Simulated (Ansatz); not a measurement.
# InH₂+ (singlet): from Hartree-Fock to the top rungs at scale of all distances = 2.027, def2-TZVPP

How much of the correlation energy of InH₂+ (singlet) does each wave-function method recover here?

Method: def2-TZVPP, core rule «outside noble gas», up to 9 orbitals frozen; program: Ansatz 0.2.0, Gaussian basis.

Plan: UHF; CCSD(T) on RHF; CCSD(T) on UHF; BCCD(T) on RHF; CCSDT(Q) on RHF; CCSDT(Q) on UHF; CASSCF and NEVPT2, 2 electrons in 2 orbitals; CASSCF and MRCISD+Q, 4 electrons in 6 orbitals; CASSCF and NEVPT2, 4 electrons in 6 orbitals; Full CI.

19 further runs of the same task are left out: 12 that didn't finish, 7 set aside as unsound or not needed.

### 1 What is computed

The geometry derives from a PBE0/def2-TZVP stationary point (not a proven minimum). All distances are scaled together. No spin-orbit coupling is included. Elements past krypton take def2 core potentials.

3 atoms, charge 1, spin multiplicity 1.

Atoms are counted from 1 here; the program's logs count them from 0.

No contacts short enough for the rule that draws bonds.

### 2 UHF

Input file in.yaml:

```yaml
crystal:
  periodic: [false, false, false]
  atoms:
    - {symbol: In, position_ang: [0.000000, 0.000000, 0.000000]}
    - {symbol: H, position_ang: [0.000000, 0.000000, -3.375766]}
    - {symbol: H, position_ang: [0.000000, 0.000000, 3.375766]}
basis:
  gaussian: {orbitals: def2-TZVPP}
total_charge: 1
magnetization: {spin_polarized: true, initial_magnetization: 0}
hamiltonian: {xc: hf}
output: {orbitals: {seedname: orbitals}}
```

The run is started by

```bash
$ ansatz run in.yaml --threads 1 --pin off --events-out ev --progress --plain --max-ram 2393MiB
```

Further steps of the session: CCSD(T) on RHF; CCSD(T) on UHF; BCCD(T) on RHF; CCSDT(Q) on RHF; CCSDT(Q) on UHF; CASSCF and NEVPT2, 2 electrons in 2 orbitals; CASSCF and MRCISD+Q, 4 electrons in 6 orbitals; CASSCF and NEVPT2, 4 electrons in 6 orbitals; Full CI.

**Question.** What will the summary of the whole plan be? Wanted: FCI below the RHF energy; RMP2 from FCI; UMP2 from FCI; RCCSD from FCI; RCCSD(T) from FCI; UCCSD(T) from FCI; RCCSDT(Q) from FCI; UCCSDT(Q) from FCI; NEVPT2 pair from FCI.

As calculated:

| quantity | value |
| --- | --- |
| FCI below the RHF energy | -6.5239 eV |
| RMP2 from FCI | -3362.0 meV |
| UMP2 from FCI | +264.8 meV |
| RCCSD from FCI | +22.5 meV |
| RCCSD(T) from FCI | -33.3 meV |
| UCCSD(T) from FCI | -0.1 meV |
| RCCSDT(Q) from FCI | -3.3 meV |
| UCCSDT(Q) from FCI | -2.9 meV |
| NEVPT2 pair from FCI | +267.9 meV |
| NEVPT2 valence from FCI | +25.6 meV |
| MRCISD+Q valence from FCI | -0.6 meV |
| levels within 1 kcal/mol (43 meV) | RCCSD, UCCSD, RCCSD(T), UCCSD(T), BCCD(T), RCCSDT, UCCSDT, RCCSDT(Q), UCCSDT(Q), NEVPT2 valence, MRCISD valence, MRCISD+Q valence |
| T1 diagnostic | 0.073 |
| effectively unpaired electrons | 2.03 |

What this shows: RCCSD(T) misses by -33.3 meV, 0.5 % of the correlation energy. CCSD(T) misses by -33.3 meV on the restricted determinant and by -0.1 meV on the unrestricted one; the two need not hold the same state or core. RMP2, RCCSD(T), BCCD(T), RCCSDT, UCCSDT, RCCSDT(Q), UCCSDT(Q) fall below full CI: unrestricted runs freeze a spin-polarised core, another one than full CI's, and coupled cluster isn't variational. With 2.0 effectively unpaired electrons against 0 the state is strongly multireference. Coupled cluster on one determinant still stays close here. Of the multireference levels listed MRCISD+Q valence comes nearest in total energy (-0.6 meV), which doesn't show that its space is the better one. Coupled cluster took another determinant than the lowest Hartree-Fock one. These misses are within one basis, not against nature.
